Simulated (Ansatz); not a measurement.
**AlClF₂H₄Si (built from SMILES Cl.[F][Al]([F])[SiH3]): Born-Oppenheimer dynamics**

Aim: follow the atoms for 80 steps of 0.25 fs at constant energy, with velocities drawn for 1500 K, and see to which side of the barrier the system falls.

Computed with Ansatz 0.2.0, Gaussian basis. Level: PBE0-D4/6-31G.

### 1 Where the work starts

The start, a first-order saddle point found at PBE0-D4 in triple zeta: 9 atoms, charge 0, spin multiplicity 1.

Atoms are counted from 1 here; the program's logs count them from 0.

Bond lengths: Al1–Si2 2.482 Å, Al1–F3 1.649 Å, Al1–F4 1.648 Å, Al1–Cl6 2.277 Å, Si2–H7 1.488 Å, Si2–H8 1.488 Å, Si2–H9 1.642 Å. Angles: Si2–Al1–F3 113.8°, Si2–Al1–F4 114.2°, Si2–Al1–Cl6 87.2°, F3–Al1–F4 118.8°, F3–Al1–Cl6 108.9°, F4–Al1–Cl6 109.1°, Al1–Si2–H7 124.6°, Al1–Si2–H8 125.2°, Al1–Si2–H9 96.0°, H7–Si2–H8 107.9°, H7–Si2–H9 94.5°, H8–Si2–H9 94.5°.

Coordinates:

```
Al   -1.3792   -0.4176   -0.1413
Si    0.9878    0.0713   -0.7076
F    -1.7266   -2.0274   -0.0674
F    -2.4665    0.5990   -0.8496
H     0.5502    0.4894    1.2138
Cl   -0.9144    0.3348    1.9568
H     1.4548    1.3061   -1.3937
H     2.0735   -0.9418   -0.8009
H     1.4203    0.5864    0.7900
```

### 2 Dynamics

Input file md/in.yaml:

```yaml
crystal:
  periodic: [false, false, false]
  atoms:
    - {symbol: Al, position_ang: [-1.379227, -0.417581, -0.141271]}
    - {symbol: Si, position_ang: [0.987778, 0.071273, -0.707587]}
    - {symbol: F, position_ang: [-1.726612, -2.027433, -0.067407]}
    - {symbol: F, position_ang: [-2.466455, 0.598978, -0.849580]}
    - {symbol: H, position_ang: [0.550248, 0.489388, 1.213750]}
    - {symbol: Cl, position_ang: [-0.914415, 0.334781, 1.956758]}
    - {symbol: H, position_ang: [1.454814, 1.306053, -1.393740]}
    - {symbol: H, position_ang: [2.073521, -0.941847, -0.800932]}
    - {symbol: H, position_ang: [1.420250, 0.586389, 0.790008]}
basis:
  gaussian: {orbitals: 6-31G}
hamiltonian: {xc: pbe0, dispersion: d4}
md: {n_steps: 80, timestep: 0.25, temperature: 1500, ensemble: nve, seed: 680, initial_velocities: maxwell_boltzmann}
```

The run is started by

```bash
ansatz run in.yaml --threads 4 --pin off --events-out ev --progress --plain --max-ram 9574MiB
```

**Question.** What will these runs give? Wanted: temperature at the start; mean temperature, second half; lowest and highest potential energy, from the first frame; largest change of potential + kinetic; bonds lost by distance; bonds made by distance.

**Answer**, as computed:

| quantity | value |
| --- | --- |
| length | 80 steps, 20.0 fs |
| temperature at the start | 1500 K |
| mean temperature, second half | 1330 K |
| lowest and highest potential energy, from the first frame | 0 and 437 meV |
| largest change of potential + kinetic | 0.7 meV |
| bonds lost by distance | Si2–H9 |
| bonds made by distance | H5–H9 |

By the last frame it has moved towards the side where Al1–Cl6, Si2–H5 form. With no thermostat the total energy should stay fixed; it holds within 0.7 meV, small beside the kinetic energy, so the time step serves. The instant temperature ranges from 1018 to 1500 K, as energy passes between motion and strain.
